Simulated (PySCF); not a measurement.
**C5H10Se: geometry, NMR shifts, spin-spin couplings and electronic excitations**

Wanted: the NMR shifts, spin-spin couplings and electronic excitations of C5H10Se (`CCC(=[Se])CC`), by calculation.

The runs use PySCF 2.14.0, with density-fitted response routines of our own; the level of theory stands in each step. All values are computed, except where a source is named. Atoms count from 0, in the outputs and in this text.

## 1. The starting structure

16 atoms, charge 0, multiplicity 1; geometry from: GFN2-xTB.

Bonds of the start (Å): C0–C1 1.52, C1–C2 1.49, C2–Se3 1.77, C2–C4 1.50, C4–C5 1.53, C0–H6 1.09, C0–H7 1.09, C0–H8 1.09, C1–H9 1.10, C1–H10 1.10, C4–H11 1.09, C4–H12 1.09, C5–H13 1.09, C5–H14 1.09, C5–H15 1.09.

## 2. Optimising the geometry at PBE0-D3(BJ)/def2-SVP

Job settings and geometry (Å):

```
{"job": {"xc": "PBE0", "basis": "def2-SVP", "d3": "d3bj", "grid": 1, "kind": "geom"}, "charge": 0, "multiplicity": 1}
C      2.366313    -0.496568    -0.018123
C      1.024398    -0.068544    -0.588380
C      0.087937     0.563238     0.386030
Se     0.522687     0.961042     2.053035
C     -1.298835     0.814035    -0.118472
C     -2.208843    -0.369008     0.230529
H      2.900258     0.362501     0.380794
H      2.224191    -1.212516     0.788192
H      2.975316    -0.957266    -0.791915
H      1.182414     0.649019    -1.402992
H      0.514352    -0.929402    -1.035269
H     -1.289615     0.956218    -1.201660
H     -1.706591     1.711053     0.351216
H     -1.855195    -1.282735    -0.242373
H     -3.221979    -0.172480    -0.109876
H     -2.224407    -0.519644     1.307854
```

**Question.** This job is followed by: GIAO PBE0/pcSseg-1 NMR shielding, non-relativistic, gas phase; B3LYP/pcJ-1 Se:pcSseg-1 indirect spin-spin coupling, non-relativistic, gas phase; TDDFT CAM-B3LYP/def2-SVPD, vertical, gas phase, core orbitals frozen in the response; GIAO CAM-B3LYP/pcSseg-1 NMR shielding, non-relativistic, gas phase. What will the session give for the following? point group; rotational constants (main isotopes); ¹³C shifts against TMS (PBE0/pcSseg-1, means over atoms taken as alike); ¹H shifts against TMS (PBE0/pcSseg-1, means over atoms taken as alike); ⁷⁷Se shifts against Me2Se (PBE0/pcSseg-1); largest coupling of the table (B3LYP/pcSseg-1+pcJ-1); lowest singlet (CAM-B3LYP/def2-SVPD); brightest single state of those computed; lowest triplet; vertical ionisation energy (ΔSCF); vertical electron affinity (ΔSCF); range of the shift of Se3.

As calculated:

| quantity | value |
| --- | --- |
| point group | C1 |
| rotational constants (main isotopes) | 2.32, 1.90, 1.15 GHz |
| ¹³C shifts against TMS (PBE0/pcSseg-1, means over atoms taken as alike) | 312.2, 51.8, 19.0 ppm |
| ¹H shifts against TMS (PBE0/pcSseg-1, means over atoms taken as alike) | 3.24, 1.36 ppm |
| ⁷⁷Se shifts against Me2Se (PBE0/pcSseg-1) | 2205 ppm |
| largest coupling of the table (B3LYP/pcSseg-1+pcJ-1) | ¹J(C,H) C0–H6, 135.4 Hz |
| lowest singlet (CAM-B3LYP/def2-SVPD) | 2.23 eV (557 nm), f = 0.000 |
| brightest single state of those computed | state 2, 5.00 eV, f = 0.222 |
| lowest triplet | 1.83 eV |
| vertical ionisation energy (ΔSCF) | 8.06 eV |
| vertical electron affinity (ΔSCF) | 0.48 eV |
| range of the shift of Se3 | 2205 to 2329 ppm |

Relaxing lowered the energy by 0.046 eV in 4 steps; the close pair that moved most is C5–H14, from 1.087 to 1.100 Å. At PBE0/pcSseg-1: Shielding is most anisotropic at Se3 (span 5137 ppm, paramagnetic term -3434 ppm). Of the pairs tabulated at B3LYP/pcSseg-1+pcJ-1, C0–H6 (mean over like pairs) couples most strongly (135.4 Hz; Fermi contact 133.6 Hz). Couplings across rotatable bonds belong to this one conformer; where others are populated, the observed values are averages. The first singlet state (HOMO→LUMO 0.99) lies at 2.23 eV and is dark; of the 10 states computed, the strongest absorption comes from state 2 at 5.00 eV. The lowest triplet lies 0.40 eV below the lowest singlet (triplets in Tamm-Dancoff, singlets in full TDDFT). ΔSCF puts the ionisation energy at 8.06 eV, 0.80 eV above −ε(HOMO). In ppm, Se3 moves most: its shift spreads over 124 ppm, from 2205 (PBE0/pcSseg-1) to 2329 (CAM-B3LYP/pcSseg-1). Spin-orbit coupling is left out, which matters for shieldings and couplings at and beside the heavy atoms.
